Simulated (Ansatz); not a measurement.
# Ti2Co6H: the cost of one run

Program: Ansatz 0.2.0. Level of theory: DFT r2SCAN, scalar-relativistic, plane waves, PAW. These are calculated values, not measurements.

3 further runs of the same task are left out: 3 set aside as unsound or not needed.

**1. Starting point**

It takes space group Pm-3m (No. 221, cubic). The conventional cell has a = 3.586 Å, b = 3.586 Å, c = 3.586 Å, α = 90.00°, β = 90.00°, γ = 90.00°. Around Ti (site symmetry m-3m) lie 12 Co at 2.54 Å. Co (site symmetry 4/mmm) has 4 Ti at 2.54 Å and 8 Co at 2.54 Å as nearest neighbours.

Coordinates:

```xyz
4
Lattice="3.5859 0.0000 0.0000 0.0000 3.5859 0.0000 0.0000 0.0000 3.5859" Properties=species:S:1:pos:R:3 pbc="T T T"
Ti    0.0000    0.0000    0.0000
Co    0.0000    1.7930    1.7930
Co    1.7930    0.0000    1.7930
Co    1.7930    1.7930    0.0000
```

This cell was relaxed beforehand with the same method: volume 11.53 Å³/atom, gap on the mesh none (metal), site moments up to 1.3 μB.

Reference energy of this cell: -17899.6960 eV (4 atoms, 10×10×10 mesh, zero smearing).

**2. Case: 1 H put on empty site 1 in a repeat of 2 host cells**

The empty site lies 1.79 Å from the nearest host atom; the cell of 2 host cells is widened for the start only if the site is tight.

The cell holds 2 Ti, 6 Co, 1 H: a = 7.172 Å, b = 3.586 Å, c = 3.586 Å, α = 90.00°, β = 90.00°, γ = 90.00°.

**3. A first look at the start**

input.yaml

```yaml
crystal:
  lattice:
    - [7.1718001418, 0.0, 0.0]
    - [0.0, 3.5859000709, 0.0]
    - [0.0, 0.0, 3.5859000709]
  atoms:
    - { symbol: Ti, position: [0.0, 0.0, 0.0], spin: -0.71 }
    - { symbol: Ti, position: [0.5, 0.0, 0.0], spin: -0.71 }
    - { symbol: Co, position: [0.0, 0.5, 0.5], spin: 1.45 }
    - { symbol: Co, position: [0.5, 0.5, 0.5], spin: 1.45 }
    - { symbol: Co, position: [0.25, 0.0, 0.5], spin: 1.45 }
    - { symbol: Co, position: [0.75, 0.0, 0.5], spin: 1.45 }
    - { symbol: Co, position: [0.25, 0.5, 0.0], spin: 1.45 }
    - { symbol: Co, position: [0.75, 0.5, 0.0], spin: 1.45 }
    - { symbol: H, position: [0.25, 0.5, 0.5] }
basis:
  ecutwfc: 500
kpoints:
  mp_grid: { grid: [4, 6, 6] }
hamiltonian:
  xc: r2scan
scf:
  occupations: { method: gaussian, width: 0.1 }
  lower_state_search: "off"
output:
  forces: true
  stress: true
  eigenvalues: true
  populations: true
magnetization:
  spin_polarized: true
```

Started as:

```sh
> ansatz run input.yaml --threads 2 --pin off --max-ram 5120MiB --backend cpu --events-out ev --progress --plain --runs-dir out
```

Q: Estimate wall time and peak memory on 2 threads of Arm Neoverse V2, shared host.

About 84 s, with a peak of 0.84 GiB.
